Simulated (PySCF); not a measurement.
# AlI3 (AlI3): the cost of one run

The runs use PySCF 2.14.0, with density-fitted response routines of our own; the level of theory stands in each step. All values are computed, except where a source is named. Atoms are numbered from 0 throughout.

## Step 1: The molecule as given

4 atoms, charge 0, multiplicity 1; geometry from: GFN2-xTB. The atoms were then displaced at random by about 0.03 Å, so the start is not that level's minimum.

Bonds of the start (Å): Al0–I1 2.43, Al0–I2 2.63, Al0–I3 2.42.

## Step 2: Optimising the geometry at PBE0-D3(BJ)/def2-SVP

The job: settings as JSON, then the geometry in Å.

```
{"job": {"xc": "PBE0", "basis": "def2-SVP", "d3": "d3bj", "grid": 1, "maxiter": 40, "shake": 0.03, "kind": "geom"}, "charge": 0, "multiplicity": 1}
Al     0.061270    -0.076850     0.011650
I      2.495110    -0.042050     0.007290
I     -1.291850     2.183010    -0.043550
I     -1.181240    -2.154550    -0.005850
```

On the command line:

```console
> OMP_NUM_THREADS=1 python probes_run.py task.json out
```

One launch serves the whole session: the jobs run in the order shown.

Q: Estimate the wall time and peak memory of this first job on 1 thread of Arm Neoverse V1, shared host.

About 40 s, with a peak of 0.39 GiB.
